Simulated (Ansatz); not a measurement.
This script for Ansatz's Python interface starts 3 runs on Ag, space group R-3m. What input does the engine get in each?

`ag.py`:
```python
import ansatz as az
import numpy as np
import pandas as pd

vectors = np.array([
    [1.47304716, 0.85046418, 7.20465],
    [-1.47304716, 0.85046418, 7.20465],
    [0.0, -1.70092835, 7.20465],
])
cell = (
    az.Lattice.of(vectors)
    .atom("Ag", (0.0, 0.0, 0.0))
    .atom("Ag", (0.777719, 0.777719, 0.777719))
    .atom("Ag", (0.222281, 0.222281, 0.222281))
)

model = (
    cell.calculation()
    .functional("r2scan")
    .basis(550)
    .kpoints(spacing=0.24)
    .occupations("cold", width=0.1)
    .band_table()
)
typed = model.input()
rows = []
for value in [2, 5, 10]:
    edited = typed.set(az.key.scf.mixing.ndim, value)
    report = az.Session.from_dict(edited).plan().execute().report
    rows.append((value, report["free_energy_ev"], report["n_iterations"], len(report["eigenvalues_ev"][0]) if "eigenvalues_ev" in report else 0))
print(pd.DataFrame(rows, columns=["history", "F eV", "iterations", "bands listed"]).round(4).to_string(index=False))
print(edited.to_yaml())
```

Run 1:
```yaml
crystal:
  lattice:
    - [1.47304716, 0.85046418, 7.20465]
    - [-1.47304716, 0.85046418, 7.20465]
    - [0.0, -1.70092835, 7.20465]
  atoms:
    - { symbol: Ag, position: [0.0, 0.0, 0.0] }
    - { symbol: Ag, position: [0.777719, 0.777719, 0.777719] }
    - { symbol: Ag, position: [0.222281, 0.222281, 0.222281] }
basis:
  ecutwfc: 550.0
kpoints:
  mp_grid:
    kspacing: 0.24
hamiltonian:
  xc: r2scan
scf:
  occupations:
    method: cold
    width: 0.1
  mixing:
    ndim: 2
output:
  eigenvalues: true
```

Run 2, against run 1:
```diff
-    ndim: 2
+    ndim: 5
```

Run 3, against run 1:
```diff
-    ndim: 2
+    ndim: 10
```

```console
$ python ag.py
 history        F eV  iterations  bands listed
       2 -22811.8097          11            35
       5 -22811.8097           8            35
      10 -22811.8097           8            35
crystal:
  lattice:
    - [1.47304716, 0.85046418, 7.20465]
    - [-1.47304716, 0.85046418, 7.20465]
    - [0.0, -1.70092835, 7.20465]
  atoms:
    - { symbol: Ag, position: [0.0, 0.0, 0.0] }
    - { symbol: Ag, position: [0.777719, 0.777719, 0.777719] }
    - { symbol: Ag, position: [0.222281, 0.222281, 0.222281] }
basis:
  ecutwfc: 550.0
kpoints:
  mp_grid:
    kspacing: 0.24
hamiltonian:
  xc: r2scan
scf:
  occupations:
    method: cold
    width: 0.1
  mixing:
    ndim: 10
output:
  eigenvalues: true
```

Reading the output:
- Absolute energies stand on the zero of these potentials, so only differences at equal settings mean something. A total without «per atom» is that of the whole cell that was run.
- The mesh is modest for a metal, so energies can be off by several to tens of meV an atom and pressures by half a GPa or more; differences at equal mesh fare better.
- This isn't the structure that Ag takes at ambient conditions.
- Run time: 74 s on 1 thread of Arm Neoverse V2 (shared host), peak memory 0.72 GiB.
